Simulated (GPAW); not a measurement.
# GeW (Fm-3m) in GPAW: settings compared

Aim: see how the results for GeW move with the level of theory and the settings. Levels: LDA, PBE. Tasks: relaxation of cell and atoms.

Program: GPAW 26.7.0. These are calculated values, not measurements. Logs are shortened: lines on timing, memory, paths and dates and some standing lists are left out, and cuts for length are marked. The log counts tension as positive stress, the text compression.

**1. Starting point**

The structure is cubic, space group Fm-3m (No. 225). The conventional cell has a = 5.155 Å, b = 5.155 Å, c = 5.155 Å, α = 90.00°, β = 90.00°, γ = 90.00°. Ge (site symmetry m-3m) has 6 W at 2.58 Å as nearest neighbours. Around W (site symmetry m-3m) lie 6 Ge at 2.58 Å.

The cell was built by a generator and needn't be a form met in nature.

**2. Relaxation of cell and atoms, LDA**

File run.py:

```python
from ase import Atoms
from ase.filters import FrechetCellFilter
from ase.io import write
from ase.optimize import BFGS
from gpaw import GPAW, PW

atoms = Atoms(['Ge', 'W'],
              cell=[[0.0, 2.57761, 2.57761],
                    [2.57761, 0.0, 2.57761],
                    [2.57761, 2.57761, 0.0]],
              scaled_positions=[[0.5, 0.5, 0.5],
                                [0.0, 0.0, 0.0]],
              pbc=True)

calc = GPAW(mode=PW(600),
            xc='LDA',
            kpts={'size': (8, 8, 8), 'gamma': True},
            occupations={'name': 'fermi-dirac', 'width': 0.05},
            nbands=19,
            convergence={'density': 1e-05, 'energy': 1e-05},
            maxiter=150,
            txt='gpaw.txt')
atoms.calc = calc
opt = BFGS(FrechetCellFilter(atoms), trajectory='relax.traj', logfile='-')
done = opt.run(fmax=0.02, steps=60)
calc.write('gs.gpw')
write('result.traj', atoms)
print('Converged:', done)
print('Cell:', atoms.cell.cellpar().round(4))
print('Volume:', round(atoms.get_volume(), 4))
print(atoms.get_scaled_positions().round(5))
```

Potentials or basis: the program's PAW data sets (release 1.2.1) made for this functional, pw.

On the command line:

```bash
OMP_NUM_THREADS=1 python run.py
```

gpaw.txt:

```text
__  _  _
 | _ |_)|_||  |
 |__||  | ||/\| - 26.7.0

Input parameters:
  mode=PW(ecut=600.0),
  convergence={'density': 1e-05, 'energy': 1e-05},
  kpts=MonkhorstPack(size=(8, 8, 8), gamma=True),
  maxiter=150,
  nbands=19,
  occupations=Occupations(name='fermi-dirac', width=0.05),
  xc=XC(name='LDA')

Diagonalizing LCAO Hamiltonian
Converting LCAO to pw mode

               Ge

       W

Atoms  # Å, Bohr magnetons
|   | symbol |        x |        y |        z |    initial magnetic moments |
|---|--------|----------|----------|----------|-----------------------------|
| 0 |     Ge | 2.577610 | 2.577610 | 2.577610 | ( 0.0000,  0.0000,  0.0000) |
| 1 |      W | 0.000000 | 0.000000 | 0.000000 | ( 0.0000,  0.0000,  0.0000) |

Unit cell  # Å
| periodic |        x |        y |        z |  lengths |    angles |
|----------|----------|----------|----------|----------|-----------|
|      yes | 0.000000 | 2.577610 | 2.577610 | 3.645291 | 60.000000 |
|      yes | 2.577610 | 0.000000 | 2.577610 | 3.645291 | 60.000000 |
|      yes | 2.577610 | 2.577610 | 0.000000 | 3.645291 | 60.000000 |

Number of symmetries: 48
Symmetry operations  # r_c * U_cc + t_c -> r_c
|    | kind |            matrix            |
|----|------|------------------------------|
|  0 |  σ   |  1, 0, 0,  1, 0,-1,  1,-1, 0 |
|  1 |  C2  |  1, 0, 0,  1,-1, 0,  1, 0,-1 |
|  2 |  E   |  1, 0, 0,  0, 1, 0,  0, 0, 1 |
|  3 |  σ   |  1, 0, 0,  0, 0, 1,  0, 1, 0 |
|  4 |  C4  |  1, 0,-1,  1, 0, 0,  1,-1, 0 |
|  5 |  S6  |  1, 0,-1,  1,-1, 0,  1, 0, 0 |
|  6 |  σ   |  1, 0,-1,  0, 1,-1,  0, 0,-1 |
|  7 |  C3  |  1, 0,-1,  0, 0,-1,  0, 1,-1 |
|  8 |  S6  |  1,-1, 0,  1, 0, 0,  1, 0,-1 |
|  9 |  C4  |  1,-1, 0,  1, 0,-1,  1, 0, 0 |
| 10 |  C3  |  1,-1, 0,  0,-1, 1,  0,-1, 0 |
| 11 |  σ   |  1,-1, 0,  0,-1, 0,  0,-1, 1 |
| 12 |  σ   |  0, 1, 0,  1, 0, 0,  0, 0, 1 |
| 13 |  C4  |  0, 1, 0,  0, 1,-1, -1, 1, 0 |
| 14 |  C3  |  0, 1, 0,  0, 0, 1,  1, 0, 0 |
| 15 |  S6  |  0, 1, 0, -1, 1, 0,  0, 1,-1 |
| 16 |  C2  |  0, 1,-1,  1, 0,-1,  0, 0,-1 |
| 17 |  σ   |  0, 1,-1,  0, 1, 0, -1, 1, 0 |
| 18 |  S4  |  0, 1,-1,  0, 0,-1,  1, 0,-1 |
| 19 |  C4  |  0, 1,-1, -1, 1, 0,  0, 1, 0 |
| 20 |  C3  |  0, 0, 1,  1, 0, 0,  0, 1, 0 |
| 21 |  σ   |  0, 0, 1,  0, 1, 0,  1, 0, 0 |
[... 212 lines left out ...]
No gap
No difference between direct/indirect transitions

Stress tensor  # eV/Ang^3
|         x |         y |         z |
|-----------|-----------|-----------|
|  0.058204 | -0.000000 | -0.000000 |
| -0.000000 |  0.058204 | -0.000000 |
| -0.000000 | -0.000000 |  0.058204 |

Forces  # eV/Ang
|       x |       y |        z |
|---------|---------|----------|
| 0.00000 | 0.00000 | -0.00000 |  # Ge   0
| 0.00000 | 0.00000 |  0.00000 |  # W    1

Interpolating wave functions to new cell

               Ge

       W

Atoms  # Å, Bohr magnetons
|   | symbol |        x |        y |        z |    initial magnetic moments |
|---|--------|----------|----------|----------|-----------------------------|
| 0 |     Ge | 2.559323 | 2.559323 | 2.559323 | ( 0.0000,  0.0000,  0.0000) |
| 1 |      W | 0.000000 | 0.000000 | 0.000000 | ( 0.0000,  0.0000,  0.0000) |

Unit cell  # Å
| periodic |        x |        y |        z |  lengths |    angles |
|----------|----------|----------|----------|----------|-----------|
|      yes | 0.000000 | 2.559323 | 2.559323 | 3.619429 | 60.000000 |
|      yes | 2.559323 | 0.000000 | 2.559323 | 3.619429 | 60.000000 |
|      yes | 2.559323 | 2.559323 | 0.000000 | 3.619429 | 60.000000 |

Number of symmetries: 48
Symmetry operations  # r_c * U_cc + t_c -> r_c
|    | kind |            matrix            |
|----|------|------------------------------|
|  0 |  σ   |  1, 0, 0,  1, 0,-1,  1,-1, 0 |
|  1 |  C2  |  1, 0, 0,  1,-1, 0,  1, 0,-1 |
|  2 |  E   |  1, 0, 0,  0, 1, 0,  0, 0, 1 |
|  3 |  σ   |  1, 0, 0,  0, 0, 1,  0, 1, 0 |
|  4 |  C4  |  1, 0,-1,  1, 0, 0,  1,-1, 0 |
|  5 |  S6  |  1, 0,-1,  1,-1, 0,  1, 0, 0 |
|  6 |  σ   |  1, 0,-1,  0, 1,-1,  0, 0,-1 |
|  7 |  C3  |  1, 0,-1,  0, 0,-1,  0, 1,-1 |
|  8 |  S6  |  1,-1, 0,  1, 0, 0,  1, 0,-1 |
|  9 |  C4  |  1,-1, 0,  1, 0,-1,  1, 0, 0 |
| 10 |  C3  |  1,-1, 0,  0,-1, 1,  0,-1, 0 |
| 11 |  σ   |  1,-1, 0,  0,-1, 0,  0,-1, 1 |
| 12 |  σ   |  0, 1, 0,  1, 0, 0,  0, 0, 1 |
| 13 |  C4  |  0, 1, 0,  0, 1,-1, -1, 1, 0 |
| 14 |  C3  |  0, 1, 0,  0, 0, 1,  1, 0, 0 |
| 15 |  S6  |  0, 1, 0, -1, 1, 0,  0, 1,-1 |
| 16 |  C2  |  0, 1,-1,  1, 0,-1,  0, 0,-1 |
| 17 |  σ   |  0, 1,-1,  0, 1, 0, -1, 1, 0 |
| 18 |  S4  |  0, 1,-1,  0, 0,-1,  1, 0,-1 |
| 19 |  C4  |  0, 1,-1, -1, 1, 0,  0, 1, 0 |
| 20 |  C3  |  0, 0, 1,  1, 0, 0,  0, 1, 0 |
| 21 |  σ   |  0, 0, 1,  0, 1, 0,  1, 0, 0 |
[... 193 lines left out ...]
|        ... |               |           |
|          2 |       -27.511 |     2.000 |
|          3 |       -27.511 |     2.000 |
|          4 |        -1.320 |     2.000 |
|          5 |         9.464 |     2.000 |
|          6 |         9.464 |     2.000 |
|          7 |         9.464 |     2.000 |
[... 9 lines left out ...]
|         17 |        26.435 |     0.000 |
|         18 |        27.003 |     0.000 |

No gap
No difference between direct/indirect transitions

Stress tensor  # eV/Ang^3
|         x |         y |        z |
|-----------|-----------|----------|
|  0.036459 | -0.000000 | 0.000000 |
| -0.000000 |  0.036459 | 0.000000 |
|  0.000000 |  0.000000 | 0.036459 |

Forces  # eV/Ang
|       x |       y |        z |
|---------|---------|----------|
| 0.00000 | 0.00000 |  0.00000 |  # Ge   0
| 0.00000 | 0.00000 | -0.00000 |  # W    1

Interpolating wave functions to new cell

               Ge

       W

Atoms  # Å, Bohr magnetons
|   | symbol |         x |         y |         z |    initial magnetic moments |
|---|--------|-----------|-----------|-----------|-----------------------------|
| 0 |     Ge |  2.530602 |  2.530602 |  2.530602 | ( 0.0000,  0.0000,  0.0000) |
| 1 |      W | -0.000000 | -0.000000 | -0.000000 | ( 0.0000,  0.0000,  0.0000) |

Unit cell  # Å
| periodic |         x |         y |         z |  lengths |    angles |
|----------|-----------|-----------|-----------|----------|-----------|
|      yes | -0.000000 |  2.530602 |  2.530602 | 3.578811 | 60.000000 |
|      yes |  2.530602 | -0.000000 |  2.530602 | 3.578811 | 60.000000 |
|      yes |  2.530602 |  2.530602 | -0.000000 | 3.578811 | 60.000000 |

Number of symmetries: 48
Symmetry operations  # r_c * U_cc + t_c -> r_c
|    | kind |            matrix            |
|----|------|------------------------------|
|  0 |  σ   |  1, 0, 0,  1, 0,-1,  1,-1, 0 |
|  1 |  C2  |  1, 0, 0,  1,-1, 0,  1, 0,-1 |
|  2 |  E   |  1, 0, 0,  0, 1, 0,  0, 0, 1 |
|  3 |  σ   |  1, 0, 0,  0, 0, 1,  0, 1, 0 |
|  4 |  C4  |  1, 0,-1,  1, 0, 0,  1,-1, 0 |
|  5 |  S6  |  1, 0,-1,  1,-1, 0,  1, 0, 0 |
|  6 |  σ   |  1, 0,-1,  0, 1,-1,  0, 0,-1 |
|  7 |  C3  |  1, 0,-1,  0, 0,-1,  0, 1,-1 |
|  8 |  S6  |  1,-1, 0,  1, 0, 0,  1, 0,-1 |
|  9 |  C4  |  1,-1, 0,  1, 0,-1,  1, 0, 0 |
| 10 |  C3  |  1,-1, 0,  0,-1, 1,  0,-1, 0 |
| 11 |  σ   |  1,-1, 0,  0,-1, 0,  0,-1, 1 |
| 12 |  σ   |  0, 1, 0,  1, 0, 0,  0, 0, 1 |
| 13 |  C4  |  0, 1, 0,  0, 1,-1, -1, 1, 0 |
| 14 |  C3  |  0, 1, 0,  0, 0, 1,  1, 0, 0 |
| 15 |  S6  |  0, 1, 0, -1, 1, 0,  0, 1,-1 |
| 16 |  C2  |  0, 1,-1,  1, 0,-1,  0, 0,-1 |
| 17 |  σ   |  0, 1,-1,  0, 1, 0, -1, 1, 0 |
| 18 |  S4  |  0, 1,-1,  0, 0,-1,  1, 0,-1 |
| 19 |  C4  |  0, 1,-1, -1, 1, 0,  0, 1, 0 |
| 20 |  C3  |  0, 0, 1,  1, 0, 0,  0, 1, 0 |
| 21 |  σ   |  0, 0, 1,  0, 1, 0,  1, 0, 0 |
[... 212 lines left out ...]
No gap
No difference between direct/indirect transitions

Stress tensor  # eV/Ang^3
|         x |         y |         z |
|-----------|-----------|-----------|
| -0.002737 | -0.000000 |  0.000000 |
| -0.000000 | -0.002737 | -0.000000 |
|  0.000000 | -0.000000 | -0.002737 |

Forces  # eV/Ang
|        x |        y |        z |
|----------|----------|----------|
| -0.00000 |  0.00000 | -0.00000 |  # Ge   0
|  0.00000 | -0.00000 |  0.00000 |  # W    1

Interpolating wave functions to new cell

               Ge

       W

Atoms  # Å, Bohr magnetons
|   | symbol |         x |         y |         z |    initial magnetic moments |
|---|--------|-----------|-----------|-----------|-----------------------------|
| 0 |     Ge |  2.532535 |  2.532535 |  2.532535 | ( 0.0000,  0.0000,  0.0000) |
| 1 |      W | -0.000000 | -0.000000 | -0.000000 | ( 0.0000,  0.0000,  0.0000) |

Unit cell  # Å
| periodic |        x |        y |         z |  lengths |    angles |
|----------|----------|----------|-----------|----------|-----------|
|      yes | 0.000000 | 2.532535 |  2.532535 | 3.581545 | 60.000000 |
|      yes | 2.532535 | 0.000000 |  2.532535 | 3.581545 | 60.000000 |
|      yes | 2.532535 | 2.532535 | -0.000000 | 3.581545 | 60.000000 |

Number of symmetries: 48
Symmetry operations  # r_c * U_cc + t_c -> r_c
|    | kind |            matrix            |
|----|------|------------------------------|
|  0 |  σ   |  1, 0, 0,  1, 0,-1,  1,-1, 0 |
|  1 |  C2  |  1, 0, 0,  1,-1, 0,  1, 0,-1 |
|  2 |  E   |  1, 0, 0,  0, 1, 0,  0, 0, 1 |
|  3 |  σ   |  1, 0, 0,  0, 0, 1,  0, 1, 0 |
|  4 |  C4  |  1, 0,-1,  1, 0, 0,  1,-1, 0 |
|  5 |  S6  |  1, 0,-1,  1,-1, 0,  1, 0, 0 |
|  6 |  σ   |  1, 0,-1,  0, 1,-1,  0, 0,-1 |
|  7 |  C3  |  1, 0,-1,  0, 0,-1,  0, 1,-1 |
|  8 |  S6  |  1,-1, 0,  1, 0, 0,  1, 0,-1 |
|  9 |  C4  |  1,-1, 0,  1, 0,-1,  1, 0, 0 |
| 10 |  C3  |  1,-1, 0,  0,-1, 1,  0,-1, 0 |
| 11 |  σ   |  1,-1, 0,  0,-1, 0,  0,-1, 1 |
| 12 |  σ   |  0, 1, 0,  1, 0, 0,  0, 0, 1 |
| 13 |  C4  |  0, 1, 0,  0, 1,-1, -1, 1, 0 |
| 14 |  C3  |  0, 1, 0,  0, 0, 1,  1, 0, 0 |
| 15 |  S6  |  0, 1, 0, -1, 1, 0,  0, 1,-1 |
| 16 |  C2  |  0, 1,-1,  1, 0,-1,  0, 0,-1 |
| 17 |  σ   |  0, 1,-1,  0, 1, 0, -1, 1, 0 |
| 18 |  S4  |  0, 1,-1,  0, 0,-1,  1, 0,-1 |
| 19 |  C4  |  0, 1,-1, -1, 1, 0,  0, 1, 0 |
| 20 |  C3  |  0, 0, 1,  1, 0, 0,  0, 1, 0 |
| 21 |  σ   |  0, 0, 1,  0, 1, 0,  1, 0, 0 |
[... 210 lines left out ...]
No gap
No difference between direct/indirect transitions

Stress tensor  # eV/Ang^3
|         x |         y |         z |
|-----------|-----------|-----------|
|  0.000104 | -0.000000 | -0.000000 |
| -0.000000 |  0.000104 | -0.000000 |
| -0.000000 | -0.000000 |  0.000104 |

Forces  # eV/Ang
|       x |        y |        z |
|---------|----------|----------|
| 0.00000 | -0.00000 |  0.00000 |  # Ge   0
| 0.00000 | -0.00000 | -0.00000 |  # W    1

# Writing to gs.gpw (mode='')
```

Run time: 40 s. Hardware: 1 thread of Arm Neoverse V2, shared host; peak memory 0.18 GiB.

What came out:

| Property | Result |
| --- | --- |
| Free energy | -16.3661 eV |
| Relaxed volume | 16.24 Å³/atom |
| Relaxed cell | a = 3.582 Å, b = 3.582 Å, c = 3.582 Å, α = 60.00°, β = 60.00°, γ = 60.00° |
| Space group after relaxing (to 0.05 Å) | Fm-3m (No. 225) |
| Energy gained by relaxing | 27.1 meV/atom |
| Ionic steps | 4 |
| Pressure after relaxing | 0.0 GPa |
| Band gap on the k mesh | none (metal or under the smearing width) |

Step by step:
```csv
step,energy change (eV),largest force (eV/Å),pressure (GPa),volume (Å³)
1,0.0000,0.0000,-9.33,34.25
2,-0.0345,0.0000,-5.84,33.53
3,-0.0540,0.0000,0.44,32.41
4,-0.0541,0.0000,-0.02,32.49
```

Final structure:
```
Ge W
1.0
     0.00000    2.53253    2.53253
     2.53253    0.00000    2.53253
     2.53253    2.53253    0.00000
Ge W
1 1
Cartesian
  2.5325 2.5325 2.5325
  0.0000 0.0000 0.0000
```

Caveat: later steps reuse the first step's grids. Spin-orbit coupling is left out, which matters for the levels of W.

**3. Relaxation of cell and atoms, PBE**

run.py: that of step 2 with these lines changed.

```diff
@@ -15,3 +15,3 @@
 calc = GPAW(mode=PW(600),
-            xc='LDA',
+            xc='PBE',
             kpts={'size': (8, 8, 8), 'gamma': True},
```

Potentials or basis: GPAW PAW data sets (gpaw-data 1.2.1), pw.

On the command line:

```bash
OMP_NUM_THREADS=1 python run.py
```

gpaw.txt:

```text
__  _  _
 | _ |_)|_||  |
 |__||  | ||/\| - 26.7.0

Input parameters:
  mode=PW(ecut=600.0),
  convergence={'density': 1e-05, 'energy': 1e-05},
  kpts=MonkhorstPack(size=(8, 8, 8), gamma=True),
  maxiter=150,
  nbands=19,
  occupations=Occupations(name='fermi-dirac', width=0.05),
  xc=XC(name='PBE')

Diagonalizing LCAO Hamiltonian
Converting LCAO to pw mode

               Ge

       W

Atoms  # Å, Bohr magnetons
|   | symbol |        x |        y |        z |    initial magnetic moments |
|---|--------|----------|----------|----------|-----------------------------|
| 0 |     Ge | 2.577610 | 2.577610 | 2.577610 | ( 0.0000,  0.0000,  0.0000) |
| 1 |      W | 0.000000 | 0.000000 | 0.000000 | ( 0.0000,  0.0000,  0.0000) |

Unit cell  # Å
| periodic |        x |        y |        z |  lengths |    angles |
|----------|----------|----------|----------|----------|-----------|
|      yes | 0.000000 | 2.577610 | 2.577610 | 3.645291 | 60.000000 |
|      yes | 2.577610 | 0.000000 | 2.577610 | 3.645291 | 60.000000 |
|      yes | 2.577610 | 2.577610 | 0.000000 | 3.645291 | 60.000000 |

Number of symmetries: 48
Symmetry operations  # r_c * U_cc + t_c -> r_c
|    | kind |            matrix            |
|----|------|------------------------------|
|  0 |  σ   |  1, 0, 0,  1, 0,-1,  1,-1, 0 |
|  1 |  C2  |  1, 0, 0,  1,-1, 0,  1, 0,-1 |
[... 528 lines left out ...]
| 0 |     Ge |  2.579855 | 2.579855 |  2.579855 | ( 0.0000,  0.0000,  0.0000) |
| 1 |      W | -0.000000 | 0.000000 | -0.000000 | ( 0.0000,  0.0000,  0.0000) |

Unit cell  # Å
| periodic |         x |        y |        z |  lengths |    angles |
|----------|-----------|----------|----------|----------|-----------|
|      yes | -0.000000 | 2.579855 | 2.579855 | 3.648466 | 60.000000 |
|      yes |  2.579855 | 0.000000 | 2.579855 | 3.648466 | 60.000000 |
|      yes |  2.579855 | 2.579855 | 0.000000 | 3.648466 | 60.000000 |

Number of symmetries: 48
Symmetry operations  # r_c * U_cc + t_c -> r_c
|    | kind |            matrix            |
|----|------|------------------------------|
|  0 |  σ   |  1, 0, 0,  1, 0,-1,  1,-1, 0 |
|  1 |  C2  |  1, 0, 0,  1,-1, 0,  1, 0,-1 |
|  2 |  E   |  1, 0, 0,  0, 1, 0,  0, 0, 1 |
|  3 |  σ   |  1, 0, 0,  0, 0, 1,  0, 1, 0 |
|  4 |  C4  |  1, 0,-1,  1, 0, 0,  1,-1, 0 |
|  5 |  S6  |  1, 0,-1,  1,-1, 0,  1, 0, 0 |
|  6 |  σ   |  1, 0,-1,  0, 1,-1,  0, 0,-1 |
|  7 |  C3  |  1, 0,-1,  0, 0,-1,  0, 1,-1 |
|  8 |  S6  |  1,-1, 0,  1, 0, 0,  1, 0,-1 |
[... 171 lines left out ...]
SCF iterations
|iter     | |      energy | eigst |  dens |
|---------|-|-------------|-------|-------|
|iter:   1| |  -14.320068 | -3.64 |       |
|iter:   2| |  -14.320043 | -6.32 | -2.98 |
|iter:   3| |  -14.319973c| -5.56 | -3.03 |
|iter:   4| |  -14.319971c| -7.15 | -3.69 |
|iter:   5| |  -14.319973c| -7.41c| -4.05 |
|iter:   6| |  -14.319973c| -8.39c| -4.50 |
|iter:   7| |  -14.319973c|-10.03c| -5.69c|

Converged in 7 steps
Energy contributions relative to reference atoms: (reference = -495869.309508)

Energy contributions:
  Kinetic:          18.627808
  Coulomb:         -16.581964
  Zero:             -0.068135
  External:          0.000000
  Xc:              -16.284479
  Entropy:          -0.026407
  Spinorbit:         0.000000
  ----------------------------
  Free energy:     -14.333176
  Extrapolated:    -14.319973
[... 30 lines left out ...]
Stress tensor  # eV/Ang^3
|         x |         y |         z |
|-----------|-----------|-----------|
| -0.000005 |  0.000000 | -0.000000 |
|  0.000000 | -0.000005 |  0.000000 |
| -0.000000 |  0.000000 | -0.000005 |

Forces  # eV/Ang
|        x |       y |       z |
|----------|---------|---------|
|  0.00000 | 0.00000 | 0.00000 |  # Ge   0
| -0.00000 | 0.00000 | 0.00000 |  # W    1

# Writing to gs.gpw (mode='')
```

stdout:

```text
Step          Energy          fmax
BFGS:    0      -14.333024        0.048551
BFGS:    1      -14.333114        0.029214
BFGS:    2      -14.333176        0.000080
Converged: True
Cell: [ 3.6485  3.6485  3.6485 60.     60.     60.    ]
Volume: 34.3412
[[0.5 0.5 0.5]
 [0.  0.  0. ]]
```

It took 29 s on 1 thread of Arm Neoverse V2, shared host; peak memory 0.17 GiB.

Results:

```
Free energy                            : -14.3332 eV
Relaxed volume                         : 17.17 Å³/atom
Relaxed cell                           : a = 3.648 Å, b = 3.648 Å, c = 3.648 Å, α = 60.00°, β = 60.00°, γ = 60.00°
Space group after relaxing (to 0.05 Å) : Fm-3m (No. 225)
Energy gained by relaxing              : 0.1 meV/atom
Ionic steps                            : 3
Pressure after relaxing                : 0.0 GPa
Band gap on the k mesh                 : none (metal or under the smearing width)
```

The path:
```tsv
step	energy change (eV)	largest force (eV/Å)	pressure (GPa)	volume (Å³)
1	0.0000	0.0000	0.45	34.25
2	-0.0001	0.0000	0.27	34.29
3	-0.0001	0.0000	0.00	34.34
```

Final structure:
```
Ge W
1.0
     0.00000    2.57986    2.57986
     2.57986    0.00000    2.57986
     2.57986    2.57986    0.00000
Ge W
1 1
Direct
  0.50000 0.50000 0.50000
  0.00000 0.00000 0.00000
```

Levels at points of the mesh, in eV from the Fermi level:
| k point | band 6 | band 7 | band 8 | band 9 | band 10 | band 11 | band 12 | band 13 |
| --- | --- | --- | --- | --- | --- | --- | --- | --- |
| (0.00, 0.00, 0.00) | -1.74 | -1.74 | -1.74 | -1.00 | -1.00 | 2.31 | 2.31 | 2.31 |
| (0.50, 0.50, 0.00) | -4.35 | -3.51 | -0.54 | -0.54 | -0.02 | 1.04 | 1.04 | 1.41 |
| (0.50, 0.50, 0.50) | -7.10 | -3.83 | -3.83 | 0.39 | 0.39 | 1.12 | 4.49 | 7.42 |

Caveat: later steps reuse the first step's grids. The run has no spin-orbit coupling, so splittings on W are missing.
